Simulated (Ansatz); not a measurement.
Run this with Ansatz 0.2.0, Python API and show what comes out.

Script `run_opt.py`:
```python
'''Geometry optimisation of FH5O2Si2.'''

import argparse
import itertools

import ansatz as az
from ase.data import atomic_numbers, covalent_radii
import numpy as np

parser = argparse.ArgumentParser(description='Geometry optimisation of FH5O2Si2.')
parser.add_argument('--basis', required=True, help='Gaussian basis set')
parser.add_argument('--xc', default='PBE0', help='exchange-correlation functional')
args = parser.parse_args()

GEOMETRY = '''
O    -1.92460    0.60210   -0.40300
Si   -1.06080   -0.34160    0.56720
Si    1.20470   -0.16920    0.04600
O     1.61300   -0.56380   -1.52770
F     1.70060    1.35130    0.20680
H    -2.08420    1.57870   -0.11340
H    -1.50440   -1.73480    0.40950
H    -1.26680    0.10890    1.96110
H     2.05570   -1.01230    0.99790
H     1.34980    0.12960   -2.14150
'''

mol = az.Crystal.molecule()
for line in GEOMETRY.strip().splitlines():
    symbol, *xyz = line.split()
    mol = mol.atom(symbol, [float(v) for v in xyz])

setup = mol.calculation().basis(gaussian=args.basis).functional(args.xc)
symbols = [site.symbol for site in mol.cartesian_sites]
start = np.array([site.position_ang for site in mol.cartesian_sites], dtype=float)
rep = setup.relax(force_tolerance=0.02).run(threads=1, pin='off').report
end = np.array(rep['positions_ang'])

print(f'E = {rep["free_energy_ev"]:.6f} eV = {rep["free_energy_ev"] / 27.211386246:.7f} Ha')
print('converged:', rep['converged'], ' doubts:', rep['published_state_doubts'] or 'none')

# pairs closer than 1.2 times the sum of covalent radii, before or after
radius = [covalent_radii[atomic_numbers[s]] for s in symbols]
span = lambda where, i, j: np.linalg.norm(where[i] - where[j])
bonded = [(i, j) for i, j in itertools.combinations(range(len(symbols)), 2) if min(span(start, i, j), span(end, i, j)) < 1.2 * (radius[i] + radius[j])]
print('pair        before    after (A)')
for i, j in bonded:
    print(f'{symbols[i]}{i}-{symbols[j]}{j}'.ljust(10), f'{span(start, i, j):8.4f} {span(end, i, j):8.4f}')
for first, second in list(itertools.combinations(bonded, 2)):
    shared = set(first) & set(second)
    if shared and symbols[(j := shared.pop())] != 'H':
        i, k = sorted((set(first) | set(second)) - {j})
        u, v = end[i] - end[j], end[k] - end[j]
        angle = np.degrees(np.arccos(np.clip(u @ v / np.linalg.norm(u) / np.linalg.norm(v), -1, 1)))
        print(f'final angle {symbols[i]}{i}-{symbols[j]}{j}-{symbols[k]}{k}: {angle:.2f} deg')

charges = rep['charge_distribution']
print('dipole moment', round(4.803205 * float(np.linalg.norm(charges['dipole_moment_e_ang'])), 3), 'D')
print('Mulliken:', [(s, round(q, 3)) for s, q in zip(symbols, charges['mulliken_charges_e'])])
```

```console
$ python run_opt.py --basis def2-SVP
E = -22627.216154 eV = -831.5348564 Ha
converged: True  doubts: none
pair        before    after (A)
O0-Si1       1.6056   1.6885
O0-H5        1.0311   0.9620
Si1-Si2      2.3311   2.3451
Si1-H6       1.4706   1.4986
Si1-H7       1.4793   1.4964
Si2-O3       1.6730   1.6517
Si2-F4       1.6074   1.6284
Si2-H8       1.5301   1.4839
O3-H9        0.9627   0.9693
final angle Si1-O0-H5: 118.66 deg
final angle O0-Si1-Si2: 95.71 deg
final angle O0-Si1-H6: 111.25 deg
final angle O0-Si1-H7: 111.50 deg
final angle Si2-Si1-H6: 114.59 deg
final angle Si2-Si1-H7: 116.03 deg
final angle Si1-Si2-O3: 101.70 deg
final angle Si1-Si2-F4: 108.89 deg
final angle Si1-Si2-H8: 119.53 deg
final angle H6-Si1-H7: 107.44 deg
final angle O3-Si2-F4: 111.33 deg
final angle O3-Si2-H8: 109.22 deg
final angle Si2-O3-H9: 111.63 deg
final angle F4-Si2-H8: 106.17 deg
dipole moment 3.366 D
Mulliken: [('O', -0.456), ('Si', 0.367), ('Si', 0.69), ('O', -0.406), ('F', -0.352), ('H', 0.206), ('H', -0.085), ('H', -0.074), ('H', -0.1), ('H', 0.21)]
```

Caveats:
- Total energies depend on the basis set; only differences at equal settings carry meaning.
- The end point is the stationary point reached from this start; no frequency run checks that it is a minimum, and the basis set is modest.
- Run time: 2.1 min on 1 thread of AMD EPYC 7B13 (Zen 3), on a shared host, peak memory 0.3 GiB.
